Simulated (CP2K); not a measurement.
Crystal: HPbNO4.

```
CELL_PARAMETERS angstrom
3.85724 0.00000 0.00000
0.17568 4.33430 0.00000
0.70265 0.81828 5.88638
ATOMIC_POSITIONS crystal
H 0.61511 0.89559 0.19844
Pb 0.64597 0.44651 0.91685
N 0.71474 0.23810 0.50058
O 0.16958 0.47007 0.77768
O 0.62919 0.97045 0.49845
O 0.56424 0.92583 0.03849
O 0.78022 0.42250 0.31951
```

The cell was built by a generator and needn't be a form met in nature.

Base run:

```yaml
Program: CP2K 2026.2
Functional: vdW-DF-cx
Potentials_or_basis: POTENTIAL_UZH H GTH-PBE-q1, Pb GTH-PBE-q4, N GTH-PBE-q5, O GTH-PBE-q6; TZVP-MOLOPT-PBE-GTH basis
Density_cutoff: 13606 eV
k_mesh: 7 × 6 × 5
Occupations: fermi-dirac, width 0.05 eV
Spin: no spin polarisation
```

Its results: band gap on the k mesh 0.38 eV, indirect (least direct gap 0.63 eV); pressure 1.5 GPa.

Q: After a change of settings the same cell gave: band gap on the k mesh 0.41 eV, indirect (least direct gap 0.64 eV); pressure -0.6 GPa. Which change was it?
A. functional from vdW-DF-cx to LDA
B. functional from vdW-DF-cx to PBEsol
C. functional from vdW-DF-cx to RPBE

A: A.

Caveats: the potentials were made for another functional, which shifts forces and pressure; spin-orbit coupling is left out, which as a rule narrows the gap of such compounds by several tenths of an eV; the mesh misses the band edges, which the band path finds closer together; the basis of atomic orbitals isn't converged, which shifts pressures, moduli and gaps.

Not every run made on this cell is shown here.
